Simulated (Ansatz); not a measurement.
**H₃ (doublet): the correlation ladder at distance H1–H2 along a hydrogen transfer = 0.777 Å, cc-pVQZ**

An exercise on one series of results from a longer session: the logs are not shown, and one member is left open.

Computed with Ansatz 0.2.0, Gaussian basis. Level: cc-pVQZ, core rule «outside noble gas», up to 0 orbitals frozen.

The runs, in order: UHF; CCSD(T) on ROHF; CCSD(T) on UHF; BCCD(T) on ROHF; CISD; CCSDT on ROHF; CCSDT on UHF; CASSCF and NEVPT2, 3 electrons in 3 orbitals; Full CI.

9 further runs of the same task are left out: 1 for a mislabelled method, 8 that didn't finish.

**What is computed**

The geometry derives from fragments relaxed apart (PBE0/def2-TZVP) and kept rigid, so it is no stationary point. A hydrogen atom is moved between rigid fragments.

3 atoms, charge 0, spin multiplicity 2.

Atoms are counted from 1 here; the program's logs count them from 0.

Bond lengths: H1–H2 0.777 Å.

As a file:

```xyz
3

H     0.0000    0.0000   -0.8297
H     0.0000    0.0000   -0.0527
H     0.0000    0.0000    0.8823
```

Set-up of the first run:

in.yaml reads:

```yaml
crystal:
  periodic: [false, false, false]
  atoms:
    - {symbol: H, position_ang: [0.000000, 0.000000, -0.829667]}
    - {symbol: H, position_ang: [0.000000, 0.000000, -0.052667]}
    - {symbol: H, position_ang: [0.000000, 0.000000, 0.882333]}
basis:
  gaussian: {orbitals: cc-pVQZ}
magnetization: {spin_polarized: true, initial_magnetization: 1}
hamiltonian: {xc: hf}
output: {orbitals: {seedname: orbitals}}
```

On the command line:

```sh
$ ansatz run in.yaml --threads 1 --pin off --events-out ev --progress --plain --max-ram 2393MiB
```

Steps of the session up to this table: UHF; CCSD(T) on ROHF; CCSD(T) on UHF; BCCD(T) on ROHF; CISD; CCSDT on ROHF; CCSDT on UHF; CASSCF and NEVPT2, 3 electrons in 3 orbitals; Full CI.

One of the session's tables, all rows but one given; the rest of the session is left out.

| method | from FCI (kJ/mol) |
| --- | --- |
| ROHF | +157.1 |
| UHF | +137.5 |
| RMP2 | +28.8 |
| UMP2 | +29.1 |
| CISD | +1.6 |
| RCCSD | +1.8 |
| UCCSD | +1.5 |
| RCCSD(T) | +0.3 |
| UCCSD(T) | +0.3 |
| BCCD(T) | +0.3 |
| RCCSDT | 0.0 |
| UCCSDT | 0.0 |
| CASSCF valence | +93.8 |
| NEVPT2 valence | ? |
| FCI | 0 |

Q: Estimate the row for NEVPT2 valence from the others.

**Answer.** from FCI (kJ/mol): +23.2. In the column «from FCI (kJ/mol)» it lies between RCCSD (+1.8) and RMP2 (+28.8).

Caveats from the session: Restricted and unrestricted rows rest on different reference determinants; where their highest levels disagree by more than a few hundredths of an eV, they describe different states and don't form one ladder.
